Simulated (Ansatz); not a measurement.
# BGeH₃ (quintet): from Hartree-Fock to the top rungs, cc-pVDZ

How much of the correlation energy of BGeH₃ (quintet) does each wave-function method recover here?

Method: cc-pVDZ, core rule «outside noble gas», up to 15 orbitals frozen; program: Ansatz 0.2.0, Gaussian basis.

Plan: UHF; CCSD(T) on ROHF; CCSD(T) on UHF; BCCD(T) on ROHF; CISD; CCSDT(Q) on ROHF; CCSDT(Q) on UHF.

23 further runs of the same task are left out: 1 for a mislabelled method, 2 for a known fault of the program, 8 that didn't finish, 12 set aside as unsound or not needed.

### Step 1. The system

The geometry is a PBE0/def2-TZVP stationary point (not a proven minimum) of the parent state, kept for this charge and spin. No spin-orbit coupling is included. The filled d shell of Ge may be among the frozen orbitals whatever the setting's name suggests; the logs give the count.

5 atoms, charge 0, spin multiplicity 5.

Atoms are counted from 1 here; the program's logs count them from 0.

Bond lengths: Ge1–B2 2.042 Å, Ge1–H3 1.540 Å, Ge1–H4 1.541 Å, Ge1–H5 1.540 Å. Angles: B2–Ge1–H3 113.2°, B2–Ge1–H4 102.7°, B2–Ge1–H5 113.2°, H3–Ge1–H4 109.4°, H3–Ge1–H5 108.8°, H4–Ge1–H5 109.4°.

### Step 2. UHF

Input file in.yaml:

```yaml
crystal:
  periodic: [false, false, false]
  atoms:
    - {symbol: Ge, position_ang: [-0.001461, 0.000000, 0.237148]}
    - {symbol: B, position_ang: [0.029551, 0.000003, -1.804248]}
    - {symbol: H, position_ang: [0.648910, 1.252233, 0.854533]}
    - {symbol: H, position_ang: [-1.509666, -0.000094, 0.552300]}
    - {symbol: H, position_ang: [0.649065, -1.252153, 0.854532]}
basis:
  gaussian: {orbitals: cc-pVDZ}
magnetization: {spin_polarized: true, initial_magnetization: 4}
hamiltonian: {xc: hf}
output: {orbitals: {seedname: orbitals}}
```

Command:

```console
> ansatz run in.yaml --threads 1 --pin off --events-out ev --progress --plain --max-ram 2393MiB
```

After this run come: CCSD(T) on ROHF; CCSD(T) on UHF; BCCD(T) on ROHF; CISD; CCSDT(Q) on ROHF; CCSDT(Q) on UHF.

Before running them: what should the planned runs give, taken together? Wanted: UCCSDT(Q) below the RHF energy; RMP2 from UCCSDT(Q); UMP2 from UCCSDT(Q); RCCSD from UCCSDT(Q); RCCSD(T) from UCCSDT(Q); UCCSD(T) from UCCSDT(Q); RCCSDT(Q) from UCCSDT(Q); T1 diagnostic.

As calculated:

| quantity | value |
| --- | --- |
| UCCSDT(Q) below the RHF energy | -4.0901 eV |
| RMP2 from UCCSDT(Q) | +1003.8 meV |
| UMP2 from UCCSDT(Q) | +991.2 meV |
| RCCSD from UCCSDT(Q) | +114.2 meV |
| RCCSD(T) from UCCSDT(Q) | +31.0 meV |
| UCCSD(T) from UCCSDT(Q) | +28.5 meV |
| RCCSDT(Q) from UCCSDT(Q) | +2.8 meV |
| levels within 1 kcal/mol (43 meV) | RCCSD(T), UCCSD(T), BCCD(T), RCCSDT, UCCSDT, RCCSDT(Q) |
| T1 diagnostic | 0.024 |

What this shows: RCCSD(T) misses by +31.0 meV, 0.8 % of the correlation energy. These misses are within one basis, not against nature; the frozen cores of restricted and unrestricted runs differ, which can shift their rows.
